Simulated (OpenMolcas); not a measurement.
# A workflow on C3H9Al (trimethylaluminium (TMA))

Wanted: the energy (HF/ANO-R0), then the energy (CASSCF(2,2)/ANO-R1), then the energy along one coordinate (CASPT2(2,2)/ANO-R1), then an energy scan (SC-NEVPT2(2,2)/ANO-R1), then an energy scan (MC-PDFT[tPBE](2,2)/ANO-R1) of C3H9Al (trimethylaluminium (TMA)). 

The results are computed with OpenMolcas 26.06.

### 1 Starting point

The species is C3H9Al (13 atoms), meant as a singlet with charge 0. As SMILES, `[CH3][Al]([CH3])[CH3]`. Geometry: relaxed at PBE0-D4/def2-TZVP.

Bond lengths: C1–Al2 1.959 Å, Al2–C3 1.959 Å, Al2–C4 1.959 Å, C1–H5 1.094 Å, C1–H6 1.097 Å, C1–H7 1.094 Å, C3–H8 1.094 Å, C3–H9 1.094 Å, C3–H10 1.097 Å, C4–H11 1.094 Å, C4–H12 1.097 Å, C4–H13 1.094 Å. Some angles: C1–Al2–C3 120.0°, C1–Al2–C4 119.9°, C3–Al2–C4 120.0°, Al2–C1–H5 112.7°, Al2–C1–H6 109.9°, Al2–C1–H7 112.7°, Al2–C3–H8 112.6°, Al2–C3–H9 112.7°, Al2–C3–H10 109.9°, Al2–C4–H11 112.7°.

### 2 The energy at HF/ANO-R0 (sfX2C) (run 1)

input.xyz

```xyz
13

C     -0.494100     1.704120    -0.827550
Al     0.040170    -0.003580    -0.030910
C      1.221370    -0.027200     1.531300
C     -0.686290    -1.680610    -0.735260
H      0.263360     2.483150    -0.703080
H     -1.405360     2.074820    -0.341540
H     -0.723910     1.618210    -1.893400
H      1.916950     0.816720     1.546080
H      1.802660    -0.950480     1.607140
H      0.626840     0.043510     2.450840
H     -0.909840    -1.626780    -1.804530
H     -1.631190    -1.919800    -0.231290
H     -0.020650    -2.532080    -0.567790
```

step1.inp

```
&GATEWAY
Coord=input.xyz
Basis=ANO-R0
Group=NoSym
&SEWARD
&SCF
PrOrbitals=0
&LOCALISATION
Occupied
Freeze
Pipek-Mezey
&LOCALISATION
FileOrb=$Project.LocOrb
Virtual
Pipek-Mezey
```

Command:

```bash
export MOLCAS_MEM=1860
pymolcas step1.inp > step1.log
```

The log of the run:

```text
--- Start Module: gateway ---
[...]
--- Stop Module: gateway /rc=_RC_ALL_IS_WELL_ ---
[...]
      Basis functions           33
[...]
       Convergence after  10 Iterations
[...]
::    Total SCF energy                               -360.5733497636
[...]
      Total spin, S                                     0.0000000000
[...]
      Total electronic charge=   40.000000
      Total            charge=   -0.000000
[...]
      Dipole Moment (debye):
      Origin of the operator (angstrom)=    0.0207   -0.0019   -0.0159
                   X=  8.6712E-02               Y= -7.2176E-03               Z= -6.7244E-02           Total=  1.0997E-01
      Quadrupole Moment (debye*angstrom):
[...]
--- Start Module: localisation ---
[...]
--- Stop Module: localisation /rc=_RC_ALL_IS_WELL_ ---
--- Start Module: localisation ---
[...]
--- Stop Module: localisation /rc=_RC_ALL_IS_WELL_ ---
[...]
```

It took 2.4 s on 1 thread of Intel Xeon 6975P-C (Granite Rapids), shared host; peak memory 0.38 GiB.

### 3 The energy at CASSCF(2,2)/ANO-R1 (sfX2C, RICD fitting) (run 2)

input.xyz is that of step 2.

step2.inp

```
* C3H9Al CASSCF
>>> EXPORT MOLCAS_PRINT=2
&GATEWAY
COORD
input.xyz
BASIS
ANO-R0
GROUP
NoSym
&SEWARD
&RASSCF
FILEORB
$CurrDir/step1.LocOrb
ALTER
2
1 11 20
1 21 31
SPIN
1
NACTEL
2 0 0
INACTIVE
19
RAS2
2
ORBLISTING
Nothing
>>> COPY $Project.RunFile RUNFIL1
>>> COPY $Project.RasOrb INPORB
&GATEWAY
COORD
input.xyz
BASIS
ANO-R1
GROUP
NoSym
RICD
&SEWARD
>>> COPY $Project.RunFile RUNFIL2
&EXPBAS
&RASSCF
FILEORB
$Project.ExpOrb
SPIN
1
NACTEL
2 0 0
INACTIVE
19
RAS2
2
ORBLISTING
Nothing
ORBAPPEAR
Compact
```

Command:

```bash
export MOLCAS_MEM=1860
pymolcas step2.inp > step2.log
```

The log of the run:

```text
--- Start Module: gateway ---
[...]
--- Stop Module: gateway /rc=_RC_ALL_IS_WELL_ ---
[...]
      Basis functions           33
[...]
      Number of active orbitals                  2
[...]
      Spin quantum number                      0.0
[...]
      Active orbitals                            2
[...]
      Number of CSFs                             3
[...]
      Number of root(s) required                 1
[...]
      Convergence after 14 iterations
[...]
      printout of CI-coefficients larger than  0.05 for root  1
      energy=    -360.584443
      conf/sym  11     Coeff  Weight
             1  20   0.99552 0.99106
             3  02  -0.09454 0.00894
      Natural orbitals and occupation numbers for root  1
      sym 1:   1.982124   0.017876
      ************************************************************************************************************************
      *                                                    Final results                                                     *
[...]
::    RASSCF root number  1 Total energy:   -360.58444338
[...]
      Basis functions          105
[...]
--- Start Module: expbas ---
[...]
--- Stop Module: expbas /rc=_RC_ALL_IS_WELL_ ---
--- Start Module: rasscf ---
[...]
      Convergence after 14 iterations
[...]
      Natural orbitals and occupation numbers for root  1
      sym 1:   1.983143   0.016857
      ************************************************************************************************************************
      *                                                    Final results                                                     *
[...]
::    RASSCF root number  1 Total energy:   -361.29321508
[...]
      Total electronic charge=   40.000000
      Total            charge=   -0.000000
[...]
      Dipole Moment (debye):
      Origin of the operator (angstrom)=    0.0207   -0.0019   -0.0159
                   X= -6.3031E-03               Y= -1.1531E-02               Z= -7.5415E-03           Total=  1.5151E-02
      Quadrupole Moment (debye*angstrom):
[...]
--- Stop Module: rasscf /rc=_RC_ALL_IS_WELL_ ---
[...]
```

It took 8.7 s on 1 thread of Intel Xeon 6975P-C (Granite Rapids), shared host; peak memory 0.38 GiB.

### 4 The energy along one coordinate at CASPT2(2,2)/ANO-R1 (sfX2C, RICD fitting, ipea shift 0.25 Eh, pt2 variant SS) (run 3)

step3.input

```
>>> COPY $CurrDir/step2.RasOrb $Project.RasOrb
>>> ForEach K in (1, 2, 3, 4, 5, 6, 7, 8, 9)

&gateway
  coord=$CurrDir/point$K.xyz
  basis=ANO-R1
  group=NoSym
  ricd

&seward

&rasscf
  fileorb=$Project.RasOrb
  spin=1
  nactel=2 0 0
  inactive=19
  ras2=2
  orblisting=Nothing
  orbappear=Compact

&caspt2
  imaginary=0.2
  frozen=8
>>> EndDo
```

Command:

```bash
export MOLCAS_MEM=1860
pymolcas step3.input > step3.log
```

The log of the run:

```text
[...]
      Basis functions          105
[...]
      Number of active orbitals                  2
[...]
      Spin quantum number                      0.0
[...]
      Active orbitals                            2
[...]
      Number of CSFs                             3
[...]
      Number of root(s) required                 1
[...]
      Convergence after 10 iterations
[...]
      Natural orbitals and occupation numbers for root  1
      sym 1:   1.988285   0.011715
      ************************************************************************************************************************
      *                                                    Final results                                                     *
[...]
::    RASSCF root number  1 Total energy:   -361.28177839
[...]
::    CASPT2 Root  1     Total energy:   -361.78472742
[...]
      Convergence after 10 iterations
[...]
      Natural orbitals and occupation numbers for root  1
      sym 1:   1.983126   0.016874
      ************************************************************************************************************************
      *                                                    Final results                                                     *
[...]
      Convergence after 13 iterations
[...]
      Natural orbitals and occupation numbers for root  1
      sym 1:   1.856027   0.143973
      ************************************************************************************************************************
      *                                                    Final results                                                     *
[...]
      Convergence after 12 iterations
[...]
      Natural orbitals and occupation numbers for root  1
      sym 1:   1.723457   0.276543
      ************************************************************************************************************************
      *                                                    Final results                                                     *
[...]
      Convergence after 11 iterations
[...]
      Natural orbitals and occupation numbers for root  1
      sym 1:   1.494600   0.505400
      ************************************************************************************************************************
      *                                                    Final results                                                     *
[...]
::    RASSCF root number  1 Total energy:   -361.14368119
[...]
::    CASPT2 Root  1     Total energy:   -361.63263273
[...]
      Convergence after 11 iterations
[...]
::    RASSCF root number  1 Total energy:   -361.13308884
[...]
::    CASPT2 Root  1     Total energy:   -361.61997069
[...]
```

Wall time 62 s (1 thread of Intel Xeon 6975P-C (Granite Rapids), shared host); peak memory 0.086 GiB.

The scan, from its lowest point:

```tsv
H5–C1 (Å)	energy (kJ/mol)
0.984	28.0
1.094	0.0
1.203	13.0
1.367	68.3
1.586	161.7
1.859	268.1
2.187	360.3
2.625	427.3
3.281	460.6
```

### 5 An energy scan at SC-NEVPT2(2,2)/ANO-R1 (sfX2C, RICD fitting, pt2 variant SC-NEVPT2) (run 4)

step4.inp

```
>>> EXPORT MOLCAS_PRINT=2
>>> COPY $CurrDir/step2.RasOrb $Project.RasOrb
>>> ForEach K in (1, 2, 3, 4, 5, 6, 7, 8, 9)

&gateway
 coord = $CurrDir/point$K.xyz
 basis = ANO-R1
 group = NoSym
 ricd

&seward

&rasscf
 fileorb = $Project.RasOrb
 spin = 1
 nactel = 2 0 0
 inactive = 19
 ras2 = 2
 orblisting = Nothing
 orbappear = Compact

&caspt2
 sc-nevpt2
 frozen = 8
>>> EndDo
```

Command:

```bash
export MOLCAS_MEM=1860
pymolcas step4.inp > step4.log
```

The log of the run:

```text
[...]
      Basis functions          105
[...]
      Number of active orbitals                  2
[...]
      Spin quantum number                      0.0
[...]
      Active orbitals                            2
[...]
      Number of CSFs                             3
[...]
      Number of root(s) required                 1
[...]
      Convergence after 10 iterations
[...]
      printout of CI-coefficients larger than  0.05 for root  1
      energy=    -361.281778
      conf/sym  11     Coeff  Weight
             1  20   0.99707 0.99414
             3  02  -0.07653 0.00586
      Natural orbitals and occupation numbers for root  1
      sym 1:   1.988285   0.011715
      ************************************************************************************************************************
      *                                                    Final results                                                     *
[...]
::    RASSCF root number  1 Total energy:   -361.28177839
[...]
      E2 (Variational):          -0.4998284831
[...]
::    SC-NEVPT2 Root  1     Total energy:   -361.78157010
[...]
      Convergence after 10 iterations
[...]
      Natural orbitals and occupation numbers for root  1
      sym 1:   1.983126   0.016874
      ************************************************************************************************************************
      *                                                    Final results                                                     *
[...]
      Convergence after 13 iterations
[...]
      Natural orbitals and occupation numbers for root  1
      sym 1:   1.856027   0.143973
      ************************************************************************************************************************
      *                                                    Final results                                                     *
[...]
      Convergence after 12 iterations
[...]
      Natural orbitals and occupation numbers for root  1
      sym 1:   1.723457   0.276543
      ************************************************************************************************************************
      *                                                    Final results                                                     *
[...]
      Convergence after 11 iterations
[...]
::    RASSCF root number  1 Total energy:   -361.14368119
[...]
::    SC-NEVPT2 Root  1     Total energy:   -361.63018158
[...]
      Convergence after 11 iterations
[...]
::    RASSCF root number  1 Total energy:   -361.13308884
[...]
      E2 (Variational):          -0.4846322769
[...]
      Reference weight:           0.84535
[...]
::    SC-NEVPT2 Root  1     Total energy:   -361.61772111
[...]
```

Run time: 59 s. Hardware: 1 thread of Intel Xeon 6975P-C (Granite Rapids), shared host; peak memory 0.086 GiB.

The scan, from its lowest point:

```tsv
H5–C1 (Å)	energy (kJ/mol)
0.984	29.2
1.094	0.0
1.203	11.9
1.367	66.0
1.586	158.8
1.859	265.7
2.187	359.0
2.625	426.6
3.281	459.4
```

### 6 The energy along one coordinate at MC-PDFT[tPBE](2,2)/ANO-R1 (sfX2C, RICD fitting) (run 5)

step5.inp

```
>>> COPY $CurrDir/step2.RasOrb $Project.RasOrb
>>> ForEach K in (1, 2, 3, 4, 5, 6, 7, 8, 9)

&GATEWAY
 Coord=$CurrDir/point$K.xyz
 Basis=ANO-R1
 Group=NoSym
 RICD

&SEWARD

&RASSCF
 FileOrb=$Project.RasOrb
 Spin=1
 Nactel=2 0 0
 Inactive=19
 Ras2=2
 OrbListing=Nothing
 OrbAppear=Compact

&MCPDFT
 KSDFT=T:PBE
>>> EndDo
```

Command:

```bash
export MOLCAS_MEM=1860
pymolcas step5.inp > step5.log
```

The log of the run:

```text
--- Start Module: gateway ---
[...]
      Basis functions          105
[...]
      Number of active orbitals                  2
[...]
      Spin quantum number                      0.0
[...]
      Active orbitals                            2
[...]
      Number of CSFs                             3
[...]
      Number of root(s) required                 1
[...]
      Convergence after 10 iterations
[...]
      printout of CI-coefficients larger than  0.05 for root  1
      energy=    -361.281778
      conf/sym  11     Coeff  Weight
             1  20   0.99707 0.99414
             3  02  -0.07653 0.00586
      Natural orbitals and occupation numbers for root  1
      sym 1:   1.988285   0.011715
      ************************************************************************************************************************
      *                                                    Final results                                                     *
[...]
::    RASSCF root number  1 Total energy:   -361.28177839
[...]
::    MCPDFT root number  1 Total energy:   -362.33872938
[...]
      Convergence after 10 iterations
[...]
      Natural orbitals and occupation numbers for root  1
      sym 1:   1.983126   0.016874
      ************************************************************************************************************************
      *                                                    Final results                                                     *
[...]
      Convergence after 13 iterations
[...]
      Natural orbitals and occupation numbers for root  1
      sym 1:   1.856027   0.143973
      ************************************************************************************************************************
      *                                                    Final results                                                     *
[...]
      Convergence after 12 iterations
[...]
      Natural orbitals and occupation numbers for root  1
      sym 1:   1.723457   0.276543
      ************************************************************************************************************************
      *                                                    Final results                                                     *
[...]
      Convergence after 11 iterations
[...]
::    RASSCF root number  1 Total energy:   -361.14368119
[...]
::    MCPDFT root number  1 Total energy:   -362.17845645
[...]
      Convergence after 11 iterations
[...]
::    RASSCF root number  1 Total energy:   -361.13308884
[...]
      Total electronic charge=   40.000000
      Total            charge=   -0.000000
[...]
::    MCPDFT root number  1 Total energy:   -362.16482379
[...]
```

It took 67 s on 1 thread of Intel Xeon 6975P-C (Granite Rapids), shared host; peak memory 0.086 GiB.

The scan, from its lowest point:

```tsv
H5–C1 (Å)	energy (kJ/mol)
0.984	28.1
1.094	0.0
1.203	12.6
1.367	67.6
1.586	162.1
1.859	272.8
2.187	372.9
2.625	448.9
3.281	484.6
```

### 7 What came out

| quantity | value |
| --- | --- |
| run 1, HF/ANO-R0: total energy | -360.57335 Eh |
| run 1, HF/ANO-R0: dipole moment | 0.11 D |
| run 1, HF/ANO-R0: HOMO energy | -12.42 eV |
| run 1, HF/ANO-R0: LUMO energy | 1.61 eV |
| run 1, HF/ANO-R0: HOMO–LUMO gap | 14.03 eV |
| run 2, CASSCF(2,2)/ANO-R1: total energy | -361.29322 Eh |
| run 2, CASSCF(2,2)/ANO-R1: dipole moment (CASSCF density) | 0.02 D |
| run 3, CASPT2(2,2)/ANO-R1: lowest energy of the scan | -361.79540 Eh |
| run 4, SC-NEVPT2(2,2)/ANO-R1: lowest energy of the scan | -361.79268 Eh |
| run 5, MC-PDFT[tPBE](2,2)/ANO-R1: lowest energy of the scan | -362.34942 Eh |
